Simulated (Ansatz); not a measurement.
**H₅NOSSn: one species, many methods**

Aim: compute H₅NOSSn with functionals from several rungs and with coupled cluster. The yardstick is the atomisation energy at the CCSD(T) limit.

Computed with Ansatz 0.2.0, Gaussian basis. Level: functionals in def2-TZVPP, the program's frozen cores in correlated methods.

Levels to be run: LDA (SPW92), PBE-D4, revPBE-D4, BLYP-D4, r2SCAN-D4, B97M-V, PBE0-D4, B3LYP-D4, r2SCANh-D4, r2SCAN0-D4, HSE06-D4, BHLYP-D4, CAM-B3LYP-D4, LC-ωPBE, ωB97X-V, ωB97M-V, B2PLYP, PBE-QIDH; CCSD(T)/def2-SVP; CCSD(T)/def2-TZVPP; MP2/def2-QZVPP; extrapolation to the limit; RPA on PBE.

## (1) The relaxed structure

The geometry comes from an earlier relaxation with PBE0-D4 in a triple-zeta def2 set; it is a stationary point, not always the lowest conformer. Sn takes the def2 core potential; no spin-orbit term is included.

SMILES `[NH2][SnH]([OH])[SH]`, 9 atoms, charge 0, spin multiplicity 1.

Atoms are counted from 1 here; the program's logs count them from 0.

Bond lengths: N1–Sn2 2.007 Å, N1–H5 1.012 Å, N1–H6 1.012 Å, Sn2–O3 1.960 Å, Sn2–S4 2.411 Å, Sn2–H7 1.701 Å, O3–H8 0.961 Å, S4–H9 1.344 Å. Angles: Sn2–N1–H5 112.0°, Sn2–N1–H6 114.9°, H5–N1–H6 108.5°, N1–Sn2–O3 102.6°, N1–Sn2–S4 113.0°, N1–Sn2–H7 112.1°, O3–Sn2–S4 107.9°, O3–Sn2–H7 110.4°, S4–Sn2–H7 110.5°, Sn2–O3–H8 111.6°, Sn2–S4–H9 93.1°.

Coordinates:

```xyz
9
charge 0, multiplicity 1
N    -0.0091    0.8173   -1.6655
Sn    0.4412    0.0264    0.1234
O     0.4723   -1.8960   -0.2554
S    -1.2584    0.4269    1.7859
H    -0.6399    0.2264   -2.1925
H    -0.3963    1.7512   -1.6325
H     1.9595    0.5454    0.6883
H    -0.1088   -2.3817    0.3355
H    -0.3720    0.4376    2.7958
```

## (2) LDA

This LDA is Slater exchange with PW92 correlation.

in.yaml reads:

```yaml
crystal:
  periodic: [false, false, false]
  atoms:
    - {symbol: N, position_ang: [-0.009123, 0.817273, -1.665502]}
    - {symbol: Sn, position_ang: [0.441228, 0.026447, 0.123394]}
    - {symbol: O, position_ang: [0.472262, -1.895962, -0.255353]}
    - {symbol: S, position_ang: [-1.258363, 0.426904, 1.785889]}
    - {symbol: H, position_ang: [-0.639933, 0.226380, -2.192509]}
    - {symbol: H, position_ang: [-0.396322, 1.751195, -1.632501]}
    - {symbol: H, position_ang: [1.959504, 0.545391, 0.688257]}
    - {symbol: H, position_ang: [-0.108790, -2.381670, 0.335464]}
    - {symbol: H, position_ang: [-0.371962, 0.437642, 2.795761]}
basis:
  gaussian: {orbitals: def2-TZVPP}
hamiltonian: {xc: lda}
output: {orbitals: {seedname: orbitals}}
```

The runs that follow: PBE-D4 (GGA); revPBE-D4 (GGA); BLYP-D4 (GGA); r2SCAN-D4 (meta-GGA); B97M-V (meta-GGA); PBE0-D4 (hybrid); B3LYP-D4 (hybrid); r2SCANh-D4 (hybrid); r2SCAN0-D4 (hybrid); HSE06-D4 (hybrid); BHLYP-D4 (hybrid); CAM-B3LYP-D4 (range-separated); LC-ωPBE (range-separated); ωB97X-V (range-separated); ωB97M-V (range-separated); B2PLYP (double hybrid); PBE-QIDH (double hybrid); CCSD(T) in def2-SVP; CCSD(T) in def2-TZVPP; MP2 in def2-QZVPP; RPA on PBE orbitals.

Q: Predict the results of all the runs planned. Wanted: atomisation energy, CCSD(T)/CBS; farthest beyond LDA; mean size of error, GGA; mean size of error, meta-GGA; mean size of error, hybrid; mean size of error, range-separated; mean size of error, double hybrid; gap, smallest and largest; T1 diagnostic.

**Answer**, as computed:

```
                               quantity                                  value
        atomisation energy, CCSD(T)/CBS                          2760.5 kJ/mol
 functionals within 27.6 kJ/mol (1.0 %)       PBE-D4, B97M-V, ωB97X-V, ωB97M-V
                    farthest beyond LDA               BHLYP-D4 (-153.7 kJ/mol)
                mean size of error, GGA                            38.4 kJ/mol
           mean size of error, meta-GGA                            24.2 kJ/mol
             mean size of error, hybrid                            84.9 kJ/mol
    mean size of error, range-separated                            33.2 kJ/mol
      mean size of error, double hybrid                            85.0 kJ/mol
              gap, smallest and largest  4.37 eV (BLYP-D4), 11.77 eV (LC-ωPBE)
                          T1 diagnostic                                 0.0130
triples share of the correlation energy                                  3.6 %
```

**Reading.** LDA overbinds by 414.4 kJ/mol (15 %). PBE-D4 misses by +11.6 kJ/mol. Double hybrids carry the basis error of their MP2 part in triple zeta, and no dispersion term here, so their miss is partly the set-up's. By mean error the best rung here is meta-GGA (24.2 kJ/mol) and the worst beyond LDA is double hybrid (85.0 kJ/mol). The gap between the best rungs is small, so their order is not settled. Misses under about 27.6 kJ/mol are within the doubt on the reference itself, which lacks core-valence correlation, spin-orbit coupling and higher excitations, and its outer-core shells are covered unevenly. All levels share the lack of spin-orbit coupling, which lowers the free heavy atoms and so the true binding. Hartree-Fock recovers 64 % of the binding; the rest is correlation. CCSD(T) in def2-SVP is off by -305.0 kJ/mol, so the small basis spoils what the method gains. Orbital gaps span 4.4 to 11.8 eV; exact exchange widens them. Correlated methods include outer-core shells of Sn, which these sets cover unevenly.
